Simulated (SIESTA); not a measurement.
GaGe:

```
CELL_PARAMETERS angstrom
0.00000 2.89784 2.89784
2.89784 0.00000 2.89784
2.89784 2.89784 0.00000
ATOMIC_POSITIONS crystal
Ge 0.00000 0.00000 0.00000
Ga 0.25000 0.25000 0.25000
```

The cell comes from a database or a generator and needn't be the stable form of this composition.

* Program: SIESTA 5.4.2
* Task: single point
* Functional: PBEsol
* Potentials or basis: PseudoDojo 0.4 standard (PBEsol files)
* Basis: DZP (energy shift 0.003 Ry; two zetas on semicore shells)
* Grid cutoff: 800 Ry
* Energy shift: 0.003 Ry
* k mesh: 8 × 8 × 8
* Occupations: fermi-dirac, width 0.05 eV
* Spin: no spin polarisation

On this cell: pressure -1.7 GPa; largest force zero by symmetry; band gap on the k mesh none (metal or under the smearing width).

The same run follows on a disturbed copy (atoms moved at random, drawn with an rms of 0.05 Å):

```
Ge Ga
1.0
     0.00000    2.89784    2.89784
     2.89784    0.00000    2.89784
     2.89784    2.89784    0.00000
Ge Ga
1 1
Cartesian
  0.0437 0.0525 -0.0507
  1.4805 1.4612 1.4101
```

Q: What does the disturbed cell give?

A: The energy (extrapolated to zero smearing) moves by +2.1 meV/atom; pressure -1.7 GPa; largest force 0.214 eV/Å; band gap on the k mesh none (metal or under the smearing width).

Forces on the atoms (eV/Å):
```
Ge  -0.055 -0.199  0.056
Ga   0.057  0.198 -0.055
```

Stress tensor (GPa, compression positive):
```
-1.64 -0.31  1.07
-0.31 -1.76  0.33
 1.07  0.33 -1.64
```

Caveats: the basis of atomic orbitals isn't converged, which shifts pressures, moduli and gaps.
